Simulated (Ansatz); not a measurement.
# One shape, several levels: doublet [BSiN2H5]+

Wanted: a comparison of 6 runs (U-r2SCAN0/cc-pVDZ, UBHLYP/cc-pVDZ, UHSE06/cc-pVDZ, UPBE-QIDH/cc-pVDZ, RPA@PBE/cc-pVDZ, UCCSD(T)/cc-pVDZ) of doublet [BSiN2H5]+. 

The calculation is run with Ansatz 0.2.0.

61 further runs of the same task are left out: 61 set aside as unsound or not needed.

**1. The molecule**

[BSiN2H5]+ has 9 atoms, charge +1, and is taken as a doublet. As SMILES of the parent species, `N[SiH]1BN1`. Geometry: relaxed at PBE0-D4/def2-TZVP. This is one conformer, not always the lowest. That shape belongs to the parent species and isn't relaxed for this state.

Bond lengths: N1–Si2 1.702 Å, Si2–B3 1.914 Å, Si2–N4 1.755 Å, B3–N4 1.389 Å, N1–H5 1.006 Å, N1–H6 1.005 Å, Si2–H7 1.482 Å, B3–H8 1.190 Å, N4–H9 1.011 Å. Some angles: N1–Si2–B3 127.2°, N1–Si2–N4 121.8°, B3–Si2–N4 44.2°, Si2–B3–N4 61.8°, Si2–N4–B3 74.0°, N1–Si2–H7 105.5°, B3–Si2–H7 127.1°, N4–Si2–H7 113.4°, Si2–N1–H5 122.6°, Si2–N1–H6 123.2°.

**2. A single-point energy at U-r2SCAN0/cc-pVDZ (run 1)**

Input file input.yaml:

```yaml
basis:
  gaussian: {orbitals: cc-pVDZ}
crystal:
  periodic: [false, false, false]
  atoms:
    - {symbol: "N", position_ang: [-0.637800, 1.588100, 0.218200]}
    - {symbol: Si, position_ang: [0.258900, 0.175500, 0.530500]}
    - {symbol: B, position_ang: [-0.233900, -1.625800, 0.110200]}
    - {symbol: "N", position_ang: [0.650500, -0.971600, -0.738400]}
    - {symbol: H, position_ang: [-0.221300, 2.503300, 0.212900]}
    - {symbol: H, position_ang: [-1.561800, 1.577300, -0.177300]}
    - {symbol: H, position_ang: [1.441200, 0.620900, 1.305200]}
    - {symbol: H, position_ang: [-0.741300, -2.702400, 0.114400]}
    - {symbol: H, position_ang: [1.134000, -1.211600, -1.592900]}
total_charge: 1
magnetization: {spin_polarized: true, initial_magnetization: 1}
hamiltonian: {xc: {name: r2SCAN0}}
accuracy: high
output: {orbitals: {seedname: orbitals}}
```

Run with:

```
$ ansatz run input.yaml --threads 1 --pin off --max-ram 3480MiB --events-out events.jsonl --progress --plain --runs-dir runs
```

Output:

```text
Warning: RAYON_NUM_THREADS=1 ignored (pool sized by the plan → 1); use --threads N
Functional definition: r2SCAN0
  name "r2SCAN0"
  parameter a = 0.25
  parameter k0 = 0.174
  parameter k1 = 0.065
  parameter a1 = 4.9479
  exchange = (1 - a)*r2scan_x(k0 = k0, k1 = k1, a1 = a1) + a*exact_x
  correlation = r2scan_c
1993 factors; integrals over basis functions are off by at most 3.8e-9 eV
mean field evaluation 1: about -11588.4819 eV, gradient 6.1e1 eV
mean field evaluation 2: about -11559.1502 eV, gradient 9.3e1 eV
mean field evaluation 4: about -11603.5073 eV, gradient 5.9e0 eV
mean field evaluation 8: about -11603.9099 eV, gradient 6.4e-1 eV
mean field evaluation 16: about -11603.9166 eV, gradient 3.6e-3 eV
mean field evaluation 32: about -11603.9166 eV, gradient 4.3e-7 eV
mean field -11603.91658366 eV, -426.4360690324 hartree, gradient 8.6e-8 eV, S^2 0.764132; 2 other end points of the search recorded, 0 dependent functions left out
reference -11603.91658553 eV, -426.4360691010 hartree; 19, 18 occupied and 66, 67 virtual orbitals, 1993 factors
Total energy: -11603.91658553 eV, -426.4360691010 hartree
```

It took 32 s on 1 thread of Arm Neoverse V1, shared host; peak memory 0.53 GiB.

**3. The energy at UBHLYP/cc-pVDZ (run 2)**

Input file job.yaml:

```yaml
basis:
  gaussian:
    orbitals: cc-pVDZ
crystal:
  periodic: [false, false, false]
  atoms:
    - {symbol: N, position_ang: [-0.637800, 1.588100, 0.218200]}
    - {symbol: Si, position_ang: [0.258900, 0.175500, 0.530500]}
    - {symbol: B, position_ang: [-0.233900, -1.625800, 0.110200]}
    - {symbol: "N", position_ang: [0.650500, -0.971600, -0.738400]}
    - {symbol: H, position_ang: [-0.221300, 2.503300, 0.212900]}
    - {symbol: H, position_ang: [-1.561800, 1.577300, -0.177300]}
    - {symbol: H, position_ang: [1.441200, 0.620900, 1.305200]}
    - {symbol: H, position_ang: [-0.741300, -2.702400, 0.114400]}
    - {symbol: H, position_ang: [1.134000, -1.211600, -1.592900]}
total_charge: 1
magnetization:
  spin_polarized: true
  initial_magnetization: 1
hamiltonian:
  xc: {name: BHLYP}
accuracy: high
output: {orbitals: {seedname: orbitals}}
```

Run with:

```
$ ansatz run job.yaml --threads 1 --pin off --max-ram 3480MiB --events-out events.jsonl --progress --plain --runs-dir runs
```

Output:

```text
Warning: RAYON_NUM_THREADS=1 ignored (pool sized by the plan → 1); use --threads N
Functional definition: BHLYP
  name "BHLYP"
  parameter a = 0.5
  exchange = (1 - a)*b88_x + a*exact_x
  correlation = lyp_c
1993 factors; integrals over basis functions are off by at most 3.8e-9 eV
mean field evaluation 1: about -11591.7579 eV, gradient 5.7e1 eV
mean field evaluation 2: about -11579.4031 eV, gradient 7.3e1 eV
mean field evaluation 4: about -11604.9195 eV, gradient 3.3e0 eV
mean field evaluation 8: about -11605.0473 eV, gradient 6.1e-1 eV
mean field evaluation 16: about -11605.0550 eV, gradient 9.4e-3 eV
mean field evaluation 32: about -11605.0551 eV, gradient 8.0e-7 eV
mean field -11605.05505453 eV, -426.4779070650 hartree, gradient 9.0e-8 eV, S^2 0.765453; 2 other end points of the search recorded, 0 dependent functions left out
reference -11605.05508240 eV, -426.4779080892 hartree; 19, 18 occupied and 66, 67 virtual orbitals, 1993 factors
Total energy: -11605.05508240 eV, -426.4779080892 hartree
```

Run time: 16 s. Hardware: 1 thread of Arm Neoverse V1, shared host; peak memory 0.39 GiB.

Runs 3 to 5 aren't shown in full; the table further down has their settings and results.

**4. The energy at UCCSD(T)/cc-pVDZ (run 6)**

Edit input.yaml of step 2 so:

```diff
@@ -1,3 +1 @@
-basis:
-  gaussian: {orbitals: cc-pVDZ}
 crystal:
@@ -14,6 +12,8 @@
     - {symbol: H, position_ang: [1.134000, -1.211600, -1.592900]}
+basis:
+  gaussian: {orbitals: cc-pVDZ}
 total_charge: 1
 magnetization: {spin_polarized: true, initial_magnetization: 1}
-hamiltonian: {xc: {name: r2SCAN0}}
+correlation: {method: ccsd_t, frozen_orbitals: {B: 1, H: 0, "N": 1, Si: 5}}
 accuracy: high
-output: {orbitals: {seedname: orbitals}}
+scf: {omitted_lower_state_checks: [cluster_reference, increment]}
```

Run with:

```
$ ansatz run input.yaml --threads 1 --pin off --max-ram 3480MiB --events-out events.jsonl --progress --plain --runs-dir runs
```

Output:

```text
Warning: RAYON_NUM_THREADS=1 ignored (pool sized by the plan → 1); use --threads N
[... 13 lines left out ...]
8 core orbitals not correlated: weight in the atoms' cores, before any rotation towards them, 1.000 or more for the frozen orbitals, at most 0.000 for the correlated occupied ones
[... 37 lines left out ...]
Total energy: -11584.11620500 eV, -425.7084185377 hartree
Checks for a lower state left out: cluster_reference, increment
```

It took 64 s on 1 thread of Arm Neoverse V1, shared host; peak memory 0.89 GiB.

**5. All runs side by side**

| run | level | frozen core orbitals | energy (Eh) | HOMO energy (eV) | LUMO energy (eV) | ⟨S²⟩ | wall time |
| --- | --- | --- | --- | --- | --- | --- | --- |
| 1 | U-r2SCAN0/cc-pVDZ | – | -426.436069 | -13.66 | -10.65 | 0.764 | 32 s |
| 2 | UBHLYP/cc-pVDZ | – | -426.477908 | -14.43 | -9.88 | 0.765 | 16 s |
| 3 | UHSE06/cc-pVDZ | – | -426.262182 | -13.20 | -11.15 | 0.759 | 15 s |
| 4 | UPBE-QIDH/cc-pVDZ | 8 | -426.123061 | -15.25 | -8.90 | 0.763 | 20 s |
| 5 | RPA@PBE/cc-pVDZ | 8 | -425.949053 | – | – | 0.753 | 19 s |
| 6 | UCCSD(T)/cc-pVDZ | 8 | -425.708419 | – | – | 0.761 | 64 s |

**6. What came out**

```
                                          quantity          value
                               run 6: total energy  -425.70842 Eh
run 6: correlation energy (8 core orbitals frozen)     -552.2 mEh
                             run 6: (T) correction     -18.33 mEh
          run 6: ⟨S²⟩ of the reference determinant          0.761
                              run 6: T1 diagnostic          0.039
```

In words: Totals of different functionals can't be ranked against each other. All runs together took 2.7 min, the longest 64 s.
